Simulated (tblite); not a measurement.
# C6H12OSi: the cost of one run

Computed with tblite 0.8.0 and PySCF 2.14.0, with density-fitted response routines of our own, on a single molecule, in the gas phase or a continuum. Atoms are numbered from 0 throughout.

**1. The starting structure**

20 atoms, charge 0, multiplicity 1; geometry from: force field or distance geometry start.

Bonds of the start (Å): C0–C1 1.52, C1–O2 1.41, O2–C3 1.43, C3–C4 1.52, C4–C5 1.35, C5–C6 1.51, C6–Si7 1.91, Si7–C3 1.95, C0–H8 1.09, C0–H9 1.09, C0–H10 1.08, C1–H11 1.10, C1–H12 1.12, C3–H13 1.11, C4–H14 1.09, C5–H15 1.09, C6–H16 1.09, C6–H17 1.10, Si7–H18 1.49, Si7–H19 1.49.

**2. Geometry optimisation with GFN2-xTB**

What the job is given:

```
{"job": {"kind": "relax", "xc": "GFN2-xTB", "basis": "xTB"}, "charge": 0, "multiplicity": 1}
C      3.281200    -0.108100    -0.513500
C      2.017000    -0.647700     0.136500
O      1.005600     0.329700     0.053100
C     -0.246400    -0.098300     0.602700
C     -0.989500     1.134900     1.075600
C     -2.232800     1.378800     0.600900
C     -2.840100     0.405000    -0.373700
Si    -1.511800    -0.952500    -0.602400
H      3.594900     0.820200    -0.025700
H      3.076800     0.133300    -1.559400
H      4.087500    -0.830900    -0.460700
H      1.705400    -1.575700    -0.356400
H      2.219100    -0.869400     1.210600
H     -0.079100    -0.759400     1.475000
H     -0.500800     1.822500     1.761400
H     -2.786700     2.263300     0.915200
H     -3.057600     0.897200    -1.318800
H     -3.761200    -0.030800     0.041100
H     -1.973000    -2.271400    -0.072200
H     -1.013700    -1.030200    -2.002700
```

Run with:

```
$ OMP_NUM_THREADS=1 python probes_run.py task.json out
```

The driver reads the jobs from task.json and runs them one after another.

**Question.** How long does this first job take on 1 thread of Intel Xeon at 2.50GHz, shared host, and how much memory does it need?

About 1.8 s, with a peak of 0.18 GiB.
